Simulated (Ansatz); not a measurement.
# AgRh: the cost of one run

Program: the Python package of Ansatz 0.2.0. Level of theory: DFT PBE, plane waves, PAW. These are calculated values, not measurements.

### 1 The system

Symmetry: P-6m2, No. 187, hexagonal system. The conventional cell has a = 2.778 Å, b = 2.778 Å, c = 4.809 Å, α = 90.00°, β = 90.00°, γ = 120.00°. Ag (site symmetry -6m2) is surrounded by 6 Ag at 2.78 Å and 6 Rh at 2.89 Å. Around Rh (site symmetry -6m2) lie 6 Rh at 2.78 Å and 6 Ag at 2.89 Å.

No structure file is read: the coordinates are typed or built in the script.

### 2 The script

Contents of agrh_eos.py:

```python
import ansatz as az
import numpy as np

VECTORS = np.array([
    [2.7776, 0.0, 0.0],
    [-1.3888, 2.4055, 0.0],
    [0.0, 0.0, 4.8086],
])
SITES = [
    ("Ag", (0.0, 0.0, 0.5)),
    ("Rh", (2 / 3, 1 / 3, 0.0)),
]


def on_lattice(cell):
    crystal = az.Crystal(lattice=az.Lattice.of(cell))
    for symbol, position in SITES:
        crystal = crystal.atom(symbol, position)
    return crystal

volumes, energies, pressures = [], [], []
for scale in np.linspace(0.95, 1.07, 5):
    cell = VECTORS * scale ** (1 / 3)
    calculation = (
        on_lattice(cell).calculation()
        .functional(az.Functional.PBE)
        .basis(18 * az.Ha)
        .occupations(az.OccupationsMethod.FERMI_DIRAC, width=0.15)
        .kpoints(10, 10, 5)
        .stress()
    )
    report = calculation.run().report
    volumes.append(abs(np.linalg.det(cell)) / len(SITES))
    energies.append(report["free_energy_ev"] / len(SITES))
    pressures.append(np.trace(report["stress_gpa"]) / 3)
    print(f"V = {volumes[-1]:8.4f} A^3/atom  F = {energies[-1]:.5f} eV/atom  P = {pressures[-1]:8.3f} GPa")

x = np.array(volumes) ** (-2 / 3)
poly = np.polynomial.Polynomial.fit(x, energies, 3).convert()
roots = poly.deriv().roots()
x0 = min((r.real for r in roots if abs(r.imag) < 1e-9 and poly.deriv(2)(r.real) > 0), key=lambda r: abs(r - x.mean()))
v0 = x0 ** -1.5
b0 = 4 / 9 * poly.deriv(2)(x0) * v0 ** (-7 / 3) * 160.21766
b1 = 4 + 2 / 3 * x0 * poly.deriv(3)(x0) / poly.deriv(2)(x0)
print(f"V0 = {v0:.4f} A^3/atom, B0 = {b0:.1f} GPa, dB/dP = {b1:.2f}")
```

### 3 What the engine is handed

The package turns the script's settings into the engine's input (first run):

```yaml
crystal:
  lattice:
    - [2.730512937352553, 0.0, 0.0]
    - [-1.3652564686762765, 2.3647209356284438, 0.0]
    - [0.0, 0.0, 4.727082557082908]
  atoms:
    - { symbol: Ag, position: [0.0, 0.0, 0.5] }
    - { symbol: Rh, position: [0.6666666666666666, 0.3333333333333333, 0.0] }
basis:
  ecutwfc: 489.804952427784
kpoints:
  mp_grid:
    grid: [10, 10, 5]
hamiltonian:
  xc: pbe
scf:
  occupations:
    method: fermi_dirac
    width: 0.15
output:
  stress: true
```

### 4 Running it

Command:

```console
python agrh_eos.py
```

Q: Estimate wall time and peak memory on 1 thread of Intel Xeon Platinum 8375C at 2.90GHz (Ice Lake), shared host.

About 24 s, with a peak of 0.47 GiB.
